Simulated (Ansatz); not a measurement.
# FH3NOSi radical: one species, many methods

An exercise on one series of results from a longer session: the logs are not shown, and one member is left open.

Computed with Ansatz 0.2.0, Gaussian basis. Level: functionals in def2-TZVPP, the program's frozen cores in correlated methods.

The runs, in order: LDA (SPW92), PBE-D4, revPBE-D4, BLYP-D4, r2SCAN-D4, B97M-V, PBE0-D4, B3LYP-D4, r2SCANh-D4, r2SCAN0-D4, HSE06-D4, BHLYP-D4, CAM-B3LYP-D4, LC-ωPBE, ωB97X-V, ωB97M-V, B2PLYP, PBE-QIDH; CCSD(T)/def2-SVP; CCSD(T)/def2-TZVPP; CCSD(T)/def2-QZVPP; extrapolation to the limit.

1 further run of the same task is left out (set aside as unsound or not needed).

## Structure used throughout

The geometry comes from an earlier relaxation with PBE0-D4 in a triple-zeta def2 set; it is a stationary point, not always the lowest conformer.

7 atoms, charge 0, spin multiplicity 2.

Atoms are counted from 1 here; the program's logs count them from 0.

Bond lengths: N1–Si2 1.714 Å, N1–H5 1.010 Å, N1–H6 1.009 Å, Si2–O3 1.624 Å, Si2–F4 1.587 Å, Si2–H7 1.473 Å. Angles: Si2–N1–H5 119.3°, Si2–N1–H6 119.8°, H5–N1–H6 111.4°, N1–Si2–O3 99.6°, N1–Si2–F4 110.4°, N1–Si2–H7 110.8°, O3–Si2–F4 112.0°, O3–Si2–H7 116.2°, F4–Si2–H7 107.7°.

The first run:

Contents of in.yaml:

```yaml
crystal:
  periodic: [false, false, false]
  atoms:
    - {symbol: N, position_ang: [-0.586536, 0.808863, -0.218986]}
    - {symbol: Si, position_ang: [0.448490, -0.542462, -0.021927]}
    - {symbol: O, position_ang: [0.184540, -0.858806, 1.549334]}
    - {symbol: F, position_ang: [-0.018498, -1.738346, -0.954695]}
    - {symbol: H, position_ang: [-1.561401, 0.725449, 0.031080]}
    - {symbol: H, position_ang: [-0.238217, 1.738366, -0.038029]}
    - {symbol: H, position_ang: [1.832824, -0.201064, -0.392578]}
basis:
  gaussian: {orbitals: def2-TZVPP}
magnetization: {spin_polarized: true, initial_magnetization: 1}
hamiltonian: {xc: lda}
output: {orbitals: {seedname: orbitals}}
```

Run with:

```
$ ansatz run in.yaml --threads 2 --pin off --events-out ev --progress --plain --max-ram 32768MiB --backend cpu
```

Among the steps run: LDA; PBE-D4 (GGA); revPBE-D4 (GGA); BLYP-D4 (GGA); r2SCAN-D4 (meta-GGA); B97M-V (meta-GGA); PBE0-D4 (hybrid); B3LYP-D4 (hybrid); r2SCANh-D4 (hybrid); r2SCAN0-D4 (hybrid); HSE06-D4 (hybrid); BHLYP-D4 (hybrid); CAM-B3LYP-D4 (range-separated); LC-ωPBE (range-separated); ωB97X-V (range-separated); ωB97M-V (range-separated); B2PLYP (double hybrid); PBE-QIDH (double hybrid).

One of the session's tables, all rows but one given; the rest of the session is left out.

It belongs to the step «Frontier levels by functional». 

| functional | HOMO (eV) | LUMO (eV) | gap (eV) |
| --- | --- | --- | --- |
| LDA (SPW92) | -6.98 | -6.29 | 0.69 |
| PBE-D4 | -6.91 | -5.82 | 1.09 |
| revPBE-D4 | -6.85 | -5.70 | 1.15 |
| BLYP-D4 | -6.82 | -5.74 | 1.08 |
| r2SCAN-D4 | -7.46 | -5.40 | 2.06 |
| B97M-V | -7.63 | -5.38 | 2.25 |
| PBE0-D4 | -8.60 | -4.51 | 4.10 |
| B3LYP-D4 | -8.44 | -4.93 | 3.51 |
| r2SCANh-D4 | -8.07 | -4.90 | 3.17 |
| r2SCAN0-D4 | -8.71 | -4.10 | 4.61 |
| HSE06-D4 | -8.20 | -4.90 | 3.31 |
| BHLYP-D4 | -9.67 | -2.96 | 6.71 |
| CAM-B3LYP-D4 | ? | ? | ? |
| LC-ωPBE | -11.30 | -2.19 | 9.11 |
| ωB97X-V | -10.95 | -2.40 | 8.55 |
| ωB97M-V | -10.87 | -2.45 | 8.42 |

Estimate the missing values for CAM-B3LYP-D4.

The run gave: HOMO (eV): -9.96; LUMO (eV): -3.48; gap (eV): 6.48. In the column «HOMO (eV)» it lies between ωB97M-V (-10.87) and BHLYP-D4 (-9.67).
